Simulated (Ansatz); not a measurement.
# Ge: a listed cell, distorted in several ways

A set of self-consistent runs on Ge under distortions that keep the symmetry, other functionals, to map its energy surface near the listed cell.

Program: Ansatz 0.2.0. Level of theory: DFT r2SCAN, scalar-relativistic, plane waves, PAW, unless a step's input says otherwise. These are calculated values, not measurements.

## Step 1: The starting structure

The structure is orthorhombic, space group Cmce (No. 64). The conventional cell has a = 8.674 Å, b = 5.997 Å, c = 5.750 Å, α = 90.00°, β = 90.00°, γ = 90.00°. Ge (site symmetry 2) is surrounded by 10 Ge at 2.84 to 3.09 Å. Ge (site symmetry m) is surrounded by 9 Ge at 2.71 to 3.04 Å.

Coordinates:

```
CELL_PARAMETERS angstrom
4.33682 -2.99861 0.00000
4.33682 2.99861 0.00000
0.00000 0.00000 5.75046
ATOMIC_POSITIONS crystal
Ge 0.29201 0.29201 0.50000
Ge 0.79201 0.79201 0.00000
Ge 0.70799 0.70799 0.50000
Ge 0.20799 0.20799 0.00000
Ge 0.66760 0.33240 0.84200
Ge 0.33240 0.66760 0.15800
Ge 0.83240 0.16760 0.34200
Ge 0.16760 0.83240 0.65800
```

The structure comes from the Materials Project (structure only).

## Step 2: Strain and moves within the space group

What differs from the listed cell: strain xx, yy, zz, yz, xz, xy = +2.3, -2.1, -5.4, +0.0, +0.0, +0.0 %; atoms moved by 0.15 Å root mean square, at most 0.21 Å.

input.yaml reads:

```yaml
crystal:
  lattice:
    - [4.4357857005, -2.9365413975, 0.0]
    - [4.4357857005, 2.9365413975, 0.0]
    - [0.0, 0.0, 5.4418372974]
  atoms:
    - { symbol: Ge, position: [0.2952218819, 0.2952218819, 0.5] }
    - { symbol: Ge, position: [0.7952218819, 0.7952218819, 0.0] }
    - { symbol: Ge, position: [0.7047781181, 0.7047781181, 0.5] }
    - { symbol: Ge, position: [0.2047781181, 0.2047781181, 0.0] }
    - { symbol: Ge, position: [0.6953375335, 0.3046624665, 0.8196370215] }
    - { symbol: Ge, position: [0.3046624665, 0.6953375335, 0.1803629785] }
    - { symbol: Ge, position: [0.8046624665, 0.1953375335, 0.3196370215] }
    - { symbol: Ge, position: [0.1953375335, 0.8046624665, 0.6803629785] }
basis:
  ecutwfc: 500
kpoints:
  mp_grid: { grid: [8, 8, 6] }
hamiltonian:
  xc: r2scan
scf:
  occupations: { method: gaussian, width: 0.1 }
output:
  forces: true
  stress: true
  eigenvalues: true
```

Command:

```console
> ansatz run input.yaml --threads 1 --pin off --max-ram 2560MiB --backend cpu --events-out ev --progress --plain --runs-dir out
```

## Step 3: Functional and cell changed: PBEsol

input.yaml reads:

```yaml
crystal:
  lattice:
    - [4.2126563383, -2.912762399, 0.0]
    - [4.2126563383, 2.912762399, 0.0]
    - [0.0, 0.0, 5.5858289345]
  atoms:
    - { symbol: Ge, position: [0.29200635, 0.29200635, 0.5] }
    - { symbol: Ge, position: [0.79200635, 0.79200635, 0.0] }
    - { symbol: Ge, position: [0.70799365, 0.70799365, 0.5] }
    - { symbol: Ge, position: [0.20799365, 0.20799365, 0.0] }
    - { symbol: Ge, position: [0.6675954, 0.3324046, 0.84200263] }
    - { symbol: Ge, position: [0.3324046, 0.6675954, 0.15799737] }
    - { symbol: Ge, position: [0.8324046, 0.1675954, 0.34200263] }
    - { symbol: Ge, position: [0.1675954, 0.8324046, 0.65799737] }
basis:
  ecutwfc: 420
kpoints:
  mp_grid: { grid: [8, 8, 6] }
hamiltonian:
  xc: pbesol
scf:
  occupations: { method: gaussian, width: 0.1 }
output:
  forces: true
  stress: true
  eigenvalues: true
```

**Question.** What will these runs give? Wanted: for each run, case; energy; pressure; largest force.

The runs gave:

```
step                                     case  energy (meV/atom)  pressure (GPa)  largest force (eV/Å)  gap on the mesh (eV)
                     listed cell, run earlier                  0             1.2                  0.14                  0.00
   2  strain and moves within the space group              +58.5             5.9                  0.58                  0.00
   3      functional and cell changed: PBEsol                n/a             7.4                  0.17                  0.00
```

Energies are counted from the listed cell, with the smearing taken to zero. Other atoms or functionals have another zero of energy (n/a). A gap of 0.00 means a metal on the mesh.

In words: The listed cell carries 1.2 GPa and forces up to 0.14 eV/Å at this level, so it is not this functional's equilibrium. No comparable point lies below the listed cell.
